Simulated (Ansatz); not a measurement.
Consider a test of the smearing width of MgReO4, space group Cmmm (Ansatz's Python interface).

The script, `smear.py`:
```python
"""How the energy of MgReO4 depends on the smearing."""

import logging
import sys
import warnings

import ansatz as az
from tabulate import tabulate

logging.basicConfig(stream=sys.stdout, format="%(levelname)s %(message)s")
logger = logging.getLogger("run")
logger.setLevel(logging.INFO)

warnings.simplefilter("ignore", az.DeckWarning)

cell = (
    az.Lattice.of((3.261559, -3.3636, 0.0), (3.261559, 3.3636, 0.0), (0.0, 0.0, 3.103569))
    .atom("Mg", (0.0, 0.0, 0.0))
    .atom("Re", (0.5, 0.5, 0.5))
    .atom("O", (0.216773, 0.216773, 0.5))
    .atom("O", (0.688016, 0.311984, 0.0))
    .atom("O", (0.311984, 0.688016, 0.0))
    .atom("O", (0.783227, 0.783227, 0.5))
)

model = cell.calculation()
model = model.functional("r2SCAN")
model = model.pseudopotentials("paw")
model = model.kpoints(mesh=(5, 5, 7)).forces()
model = model.stress()

rows = []
for value in [0.5, 0.3, 0.2, 0.1]:
    rep = model.occupations("gaussian", width=value).run(threads=1).report
    rows.append((value, rep["free_energy_ev"] / len(rep["lattice"]["sites"]), rep["n_iterations"], sum(rep["stress_gpa"][i][i] for i in range(3)) / 3, max(abs(f) for row in rep["forces_ev_ang"] for f in row), rep["n_kpoints"]))

print(tabulate(rows, headers=["width (eV)", "F/atom (eV)", "iterations", "P (GPa)", "max component (eV/A)", "k-points"], floatfmt=".4f", tablefmt="simple"))

# differences from the last row
for row in rows[:-1]:
    shift = 1000 * (row[1] - rows[-1][1])
    logger.info(f"{row[0]}: {shift:+.2f} meV/atom" + ("  (within 2 meV)" if abs(shift) < 2 else ""))
```

How much does the free energy per atom change between the narrowest and the widest smearing, and why?

Going from 0.1 to 0.5 eV changes F by -23.2 meV an atom. The report's estimate for zero width moves by -5.6 meV, so the entropy term explains only part of the change. The pressure moves from -9.86 to -9.73 GPa.

The run itself:

Output of `python smear.py`:
```text
  width (eV)    F/atom (eV)    iterations    P (GPa)    max component (eV/A)    k-points
------------  -------------  ------------  ---------  ----------------------  ----------
      0.5000     -2513.9587             8    -9.7262                  0.8840          36
      0.3000     -2513.9449             8    -9.8131                  0.8864          36
      0.2000     -2513.9395             8    -9.8498                  0.8850          36
      0.1000     -2513.9356             9    -9.8552                  0.9610          36
INFO 0.5: -23.17 meV/atom
INFO 0.3: -9.37 meV/atom
INFO 0.2: -3.97 meV/atom
```

The cell holds an odd number of electrons and is run without spin, so a magnetic state may lie lower. For a metal this k-point mesh is coarse: on a finer one energies can move by several to tens of meV an atom and pressures by half a GPa or more, differences at one mesh by less. The free energy holds a sizeable smearing term, which stands for no physical temperature. The narrowest width needs the finest mesh, so the last row is no converged reference. Pressure is positive in compression. Spin-orbit coupling, which matters for elements this heavy, is left out. At these settings the cell as given stands under about -10 GPa, so it isn't at this functional's equilibrium volume. The structure comes from a database of computed cells and needn't be a stable or known phase. Finished in 80 s on 1 thread of Arm Neoverse N1, with other jobs on the host, peak memory 0.58 GiB.
